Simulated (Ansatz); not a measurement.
TiC, space group Fm-3m, a calculation of the elastic constants

With Ansatz's Python interface.

Input file `tic.xyz`:
```text
2
Lattice="0.0 2.1593 2.1593 2.1593 0.0 2.1593 2.1593 2.1593 0.0" Properties=species:S:1:pos:R:3 pbc="T T T"
Ti    0.00000000    0.00000000    0.00000000
C     2.15930000    2.15930000    2.15930000
```

Interactive session:
```pycon
>>> from dataclasses import dataclass
>>> import warnings
>>> import ansatz as az
>>> import numpy as np
>>> @dataclass
... class Settings:
...     filling: str = "cold"
...     sigma: float = 0.1
...     functional: str = "pbesol"
...     kmesh: tuple[int, ...] = (17, 17, 17)
...
>>> opts = Settings()
>>> warnings.simplefilter("ignore", az.DeckWarning)
>>> crystal = az.Crystal.from_extxyz("tic.xyz")
>>> setup = (
...     crystal.calculation()
...     .pseudopotentials("paw")
...     .occupations(opts.filling, width=opts.sigma)
...     .functional(opts.functional)
...     .kpoints(*opts.kmesh)
... )
>>> outcome = setup.elastic("relaxed_ion").run(threads=1)
>>> elastic = outcome.elastic
>>> print("C_ij (GPa), Voigt order xx yy zz yz xz xy")
C_ij (GPa), Voigt order xx yy zz yz xz xy
>>> for row in elastic.c_gpa:
...     print(" ".join(f"{value:8.1f}" for value in row))
...
   508.1    119.1    119.1      0.0      0.0     -0.0
   119.1    508.1    119.1     -0.0     -0.0      0.0
   119.1    119.1    508.1     -0.0     -0.0     -0.0
     0.0     -0.0     -0.0    160.7      0.0     -0.0
     0.0     -0.0     -0.0     -0.0    160.7      0.0
     0.0     -0.0      0.0      0.0      0.0    160.7
>>> print("smallest eigenvalue of C:", round(elastic.stability.min_eigenvalue_gpa, 1), "GPa; tensor positive definite:", elastic.stability.min_eigenvalue_gpa > 0)
smallest eigenvalue of C: 160.7 GPa; tensor positive definite: True
>>> # averaged moduli need a positive definite tensor
>>> if elastic.stability.min_eigenvalue_gpa > 0:
...     m = elastic.moduli
...     anisotropy = 5 * m.g_voigt_gpa / m.g_reuss_gpa + m.k_voigt_gpa / m.k_reuss_gpa - 6
...     print(f"Voigt K {m.k_voigt_gpa:.1f} G {m.g_voigt_gpa:.1f}; Reuss K {m.k_reuss_gpa:.1f} G {m.g_reuss_gpa:.1f}; universal anisotropy index {anisotropy:.3f}")
...
Voigt K 248.7 G 174.2; Reuss K 248.7 G 172.7; universal anisotropy index 0.044
```

Caveats:
- The cell isn't relaxed first, so the values belong to this volume.
- A positive definite tensor excludes instabilities under uniform strain alone; phonons elsewhere in the zone can still be imaginary.
- Of the deposited cell: the entry's cell lengths or inner coordinates differ somewhat from later room-temperature determinations.
- The cell stands under -4.6 GPa at these settings.
- The structure is a deposited one; some such entries were measured under pressure or heat, so a shift against it needn't be the functional's error alone.
- Shear constants of a metal converge slowly with the k-point mesh and can be wrong in sign on a coarse one; the constants belong to the cell that was strained.
- Hardware and time: 61 s on 1 thread of Arm Neoverse V2, with other jobs on the host, peak memory 0.55 GiB.

(A comment or docstring line of the script was reworded after the run, the code is as it ran.)
